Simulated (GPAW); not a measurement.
The system is Bi2Te3 (Tellurobismuthite).

```xyz
5
Lattice="2.1930 1.2661 10.1657 -2.1930 1.2661 10.1657 0.0000 -2.5323 10.1657" Properties=species:S:1:pos:R:3 pbc="T T T"
Bi    0.0000    0.0000   18.2982
Bi    0.0000    0.0000   12.1988
Te    0.0000    0.0000   24.1079
Te    0.0000    0.0000    6.3891
Te    0.0000    0.0000    0.0000
```

Base run:

```yaml
Program: GPAW 26.7.0
Functional: PBE
Potentials_or_basis: GPAW PAW data sets (gpaw-data 1.2.1)
Cutoff: 600 eV
Basis: pw
k_mesh: 7 × 7 × 7
Occupations: fermi-dirac, width 0.05 eV
Spin: no spin polarisation
```

Its results: band gap on the k mesh 0.26 eV, direct; pressure 1.7 GPa; largest force 0.046 eV/Å.

**Question.** The run is repeated on the same cell with these changes: functional from PBE to r2SCAN; k mesh from 7 × 7 × 7 to 5 × 5 × 5. What comes out?

**Answer.** Band gap on the k mesh 0.49 eV, direct; pressure 1.2 GPa; largest force 0.287 eV/Å.

Several settings changed at once, so the effect can't be laid on one alone.

Caveats: spin-orbit coupling is left out, which as a rule narrows the gap of such compounds by several tenths of an eV; an odd mesh through Γ misses points on the zone boundary, where band edges often lie (some runs); the PAW data sets were made with another functional, which shifts forces and pressure a little (some runs).

Not every run made on this cell is shown here.
